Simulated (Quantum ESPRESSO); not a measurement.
# C2GeFH3 in Quantum ESPRESSO: real-space fields with BLYP

Aim: the real-space fields of C2GeFH3 with BLYP.

Program: Quantum ESPRESSO 7.5. These are calculated values, not measurements. Logs are shortened: lines on timing, memory, paths and dates and some standing lists are left out, and cuts for length are marked.

## (1) The molecule as given

The cell holds a molecule in a box, 7 atoms: a = 14.000 Å, b = 13.000 Å, c = 12.000 Å, α = 90.00°, β = 90.00°, γ = 90.00°.

## (2) Real-space fields, BLYP

File pw.in:

```
&CONTROL
  calculation = 'scf'
  prefix = 'pwscf'
  outdir = './tmp'
  pseudo_dir = './pseudo'
  tprnfor = .true.
  disk_io = 'low'
/
&SYSTEM
  ibrav = 0
  celldm(1) = 8
  nat = 7
  ntyp = 4
  ecutwfc = 97
  nbnd = 24
  input_dft = 'blyp'
  occupations = 'smearing'
  smearing = 'fd'
  degauss = 0.00367493
/
&ELECTRONS
  conv_thr = 1.4d-09
  electron_maxstep = 120
  mixing_beta = 0.5
/
ATOMIC_SPECIES
C     12.0110 C.upf
Ge    72.6300 Ge.upf
F     18.9984 F.upf
H      1.0080 H.upf
CELL_PARAMETERS alat
  3.3070207180951   0.0000000000000   0.0000000000000
  0.0000000000000   3.0708049525169   0.0000000000000
  0.0000000000000   0.0000000000000   2.8345891869387
ATOMIC_POSITIONS crystal
C      0.5971107100    0.4265692300    0.5822000000
C      0.5302250000    0.4736538500    0.5449833300
Ge     0.4267678600    0.5507692300    0.4877000000
F      0.3458107100    0.4629615400    0.4330500000
H      0.6560464300    0.3843076900    0.6149416700
H      0.3745821400    0.6081769200    0.5808500000
H      0.4588107100    0.6189230800    0.3907250000
K_POINTS gamma
```

File pp_density.in:

```
&INPUTPP
  prefix = 'pwscf'
  outdir = './tmp'
  filplot = 'density.dat'
  plot_num = 0
/
&PLOT
  nfile = 1
  filepp(1) = 'density.dat'
  iflag = 3
  output_format = 6
  fileout = 'density.cube'
/
```

File pp_potential.in:

```
&INPUTPP
  prefix = 'pwscf'
  outdir = './tmp'
  filplot = 'potential.dat'
  plot_num = 11
/
&PLOT
  nfile = 1
  filepp(1) = 'potential.dat'
  iflag = 3
  output_format = 6
  fileout = 'potential.cube'
/
```

File pp_elf.in:

```
&INPUTPP
  prefix = 'pwscf'
  outdir = './tmp'
  filplot = 'elf.dat'
  plot_num = 8
/
&PLOT
  nfile = 1
  filepp(1) = 'elf.dat'
  iflag = 3
  output_format = 6
  fileout = 'elf.cube'
/
```

File pp_potential_ks.in:

```
&INPUTPP
  prefix = 'pwscf'
  outdir = './tmp'
  filplot = 'potential_ks.dat'
  plot_num = 1
/
&PLOT
  nfile = 1
  filepp(1) = 'potential_ks.dat'
  iflag = 3
  output_format = 6
  fileout = 'potential_ks.cube'
/
```

Potentials or basis: Ansatz NC SR PBE.

Run with:

```console
$ OMP_NUM_THREADS=1 pw.x -in pw.in > pw.out
$ OMP_NUM_THREADS=1 pp.x -in pp_density.in > pp_density.out
$ OMP_NUM_THREADS=1 pp.x -in pp_potential.in > pp_potential.out
$ OMP_NUM_THREADS=1 pp.x -in pp_elf.in > pp_elf.out
$ OMP_NUM_THREADS=1 pp.x -in pp_potential_ks.in > pp_potential_ks.out
```

pw.out:

```text
[... set-up lines left out ...]
     Self-consistent Calculation

     iteration #  1     ecut=    97.00 Ry     beta= 0.50
     Davidson diagonalization with overlap
     ethr =  1.00E-02,  avg # of iterations =  5.0

     negative rho (up, down):  2.687E-04 0.000E+00

     total energy              =    -255.78613315 Ry
     estimated scf accuracy    <       0.91540432 Ry

     iteration #  2     ecut=    97.00 Ry     beta= 0.50
     Davidson diagonalization with overlap
     ethr =  2.86E-03,  avg # of iterations =  2.0

     negative rho (up, down):  1.408E-04 0.000E+00

     total energy              =    -255.94614679 Ry
     estimated scf accuracy    <       0.10215253 Ry

     iteration #  3     ecut=    97.00 Ry     beta= 0.50
     Davidson diagonalization with overlap
     ethr =  3.19E-04,  avg # of iterations =  9.0

     negative rho (up, down):  5.976E-05 0.000E+00

     total energy              =    -255.95985421 Ry
     estimated scf accuracy    <       0.01777877 Ry

     iteration #  4     ecut=    97.00 Ry     beta= 0.50
     Davidson diagonalization with overlap
     ethr =  5.56E-05,  avg # of iterations =  5.0

     negative rho (up, down):  1.423E-05 0.000E+00

     total energy              =    -255.96220822 Ry
     estimated scf accuracy    <       0.00228173 Ry

     iteration #  5     ecut=    97.00 Ry     beta= 0.50
     Davidson diagonalization with overlap
     c_bands:  1 eigenvalues not converged
     ethr =  7.13E-06,  avg # of iterations = 20.0

     negative rho (up, down):  6.694E-06 0.000E+00

     total energy              =    -255.96240131 Ry
     estimated scf accuracy    <       0.00026010 Ry

     iteration #  6     ecut=    97.00 Ry     beta= 0.50
     Davidson diagonalization with overlap
     ethr =  8.13E-07,  avg # of iterations = 12.0

     negative rho (up, down):  1.293E-06 0.000E+00

     total energy              =    -255.96244614 Ry
     estimated scf accuracy    <       0.00007070 Ry

     iteration #  7     ecut=    97.00 Ry     beta= 0.50
     Davidson diagonalization with overlap
     ethr =  2.21E-07,  avg # of iterations =  2.0

     negative rho (up, down):  8.735E-08 0.000E+00

     total energy              =    -255.96245334 Ry
     estimated scf accuracy    <       0.00000274 Ry

     iteration #  8     ecut=    97.00 Ry     beta= 0.50
     Davidson diagonalization with overlap
     ethr =  8.57E-09,  avg # of iterations =  2.0

     total energy              =    -255.96245327 Ry
     estimated scf accuracy    <       0.00000017 Ry

     iteration #  9     ecut=    97.00 Ry     beta= 0.50
     Davidson diagonalization with overlap
     ethr =  5.23E-10,  avg # of iterations =  2.0

     total energy              =    -255.96245318 Ry
     estimated scf accuracy    <       0.00000002 Ry

     iteration # 10     ecut=    97.00 Ry     beta= 0.50
     Davidson diagonalization with overlap
     ethr =  6.64E-11,  avg # of iterations =  2.0

     End of self-consistent calculation

          k = 0.0000 0.0000 0.0000 (118925 PWs)   bands (ev):

   -30.0655 -29.4417 -29.4017 -29.3530 -29.3506 -27.6346 -18.3832 -14.7602
   -12.9995 -10.2996  -9.9025  -9.7024  -8.3941  -8.0735  -7.0323  -6.8734
    -1.4122  -0.6388  -0.4891   0.2241   0.4788   0.5372   0.7485   0.9299

     the Fermi energy is    -4.5692 ev

!    total energy              =    -255.96245312 Ry
     estimated scf accuracy    <          9.5E-10 Ry
     smearing contrib. (-TS)   =       0.00000000 Ry
     internal energy E=F+TS    =    -255.96245312 Ry

     The total energy is F=E-TS. E is the sum of the following terms:
     one-electron contribution =    -528.87291273 Ry
     hartree contribution      =     270.13842231 Ry
     xc contribution           =     -65.44144726 Ry
     ewald contribution        =      68.21348456 Ry

     convergence has been achieved in  10 iterations

     Forces acting on atoms (cartesian axes, Ry/au):

     atom    1 type  1   force =     0.03466731   -0.02291446    0.01651926
     atom    2 type  1   force =    -0.02965437    0.01936145   -0.01416527
     atom    3 type  2   force =     0.01578233    0.02876156    0.00991340
     atom    4 type  3   force =    -0.02355621   -0.02266358   -0.01355462
     atom    5 type  4   force =     0.00418459   -0.00265116    0.00198940
     atom    6 type  4   force =    -0.00091894    0.00004229    0.00003116
     atom    7 type  4   force =    -0.00050471    0.00006390   -0.00073334

     Total force =     0.076887     Total SCF correction =     0.000063

=------------------------------------------------------------------------------=
   JOB DONE.
=------------------------------------------------------------------------------=
```

It took 7.9 min on 1 thread of Intel Xeon at 2.50GHz (Skylake/Cascade Lake), shared host; peak memory 1.4 GiB.

Results:

```yaml
Free_energy: -3482.5466 eV
Largest_force: 1.150 eV/Å
Gap_between_the_frontier_levels: 5.46 eV
Dipole_moment: 2.26 D
```

Forces in eV/Å, atoms in the order of the input:
```
C    0.891 -0.589  0.425
C   -0.762  0.498 -0.364
Ge   0.406  0.739  0.255
F   -0.606 -0.583 -0.349
H    0.108 -0.068  0.051
H   -0.024  0.001  0.001
H   -0.013  0.002 -0.019
```

Caveat: the potentials were made for another functional, which shifts forces and pressure; this is a molecule in a periodic box, so the gap is that between its Kohn-Sham HOMO and LUMO and the box isn't a crystal. Expect the measured gap to be larger: semilocal functionals such as BLYP lack the derivative discontinuity.
